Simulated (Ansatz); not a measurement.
# MnGa4: the cost of one run

Computed with Ansatz 0.2.0 (DFT LDA, scalar-relativistic, plane waves, PAW, unless a step's input says otherwise).

### 1 The system as given

It takes space group Im-3m (No. 229, cubic). The conventional cell has a = 5.544 Å, b = 5.544 Å, c = 5.544 Å, α = 90.00°, β = 90.00°, γ = 90.00°. Mn (site symmetry m-3m) has 8 Ga at 2.40 Å as nearest neighbours. Around Ga (site symmetry -3m) lie 2 Mn at 2.40 Å.

As a file:

```xyz
5
Lattice="-2.7719 2.7719 2.7719 2.7719 -2.7719 2.7719 2.7719 2.7719 -2.7719" Properties=species:S:1:pos:R:3 pbc="T T T"
Mn    0.0000    0.0000    0.0000
Ga    1.3859    1.3859   -1.3859
Ga    1.3859   -1.3859    1.3859
Ga   -1.3859    1.3859    1.3859
Ga    1.3859    1.3859    1.3859
```

Source of the structure: the Materials Project (structure only).

(A quick probe on a coarse mesh, which set the mesh and smearing, is not shown.)

### 3 The relaxation

The input, input.yaml:

```yaml
crystal:
  lattice:
    - [-2.77186439, 2.77186439, 2.77186439]
    - [2.77186439, -2.77186439, 2.77186439]
    - [2.77186439, 2.77186439, -2.77186439]
  atoms:
    - { symbol: Mn, position: [0.0, 0.0, 0.0], spin: 0.46 }
    - { symbol: Ga, position: [0.0, 0.0, 0.5] }
    - { symbol: Ga, position: [0.0, 0.5, 0.0] }
    - { symbol: Ga, position: [0.5, 0.0, 0.0] }
    - { symbol: Ga, position: [0.5, 0.5, 0.5] }
basis:
  ecutwfc: 420
kpoints:
  mp_grid: { grid: [10, 10, 10] }
hamiltonian:
  xc: lda
scf:
  occupations: { method: gaussian, width: 0.1 }
output:
  forces: true
  stress: true
  eigenvalues: true
  populations: true
  write_density: true
  write_potential: true
  elf: true
  volumetric_format: npy
magnetization:
  spin_polarized: true
relax:
  adjacent_minimum: "off"
  f_tol: 0.005
  max_steps: 80
  cell: { stress_tol: 0.05 }
```

Command:

```sh
> ansatz run input.yaml --threads 2 --pin off --max-ram 6144MiB --backend cpu --events-out ev --progress --plain --runs-dir out
```

What time and memory should one allow on 2 threads of Oxide Virtual Turin-like (Zen 5), shared host?

About 62 s, with a peak of 0.6 GiB.
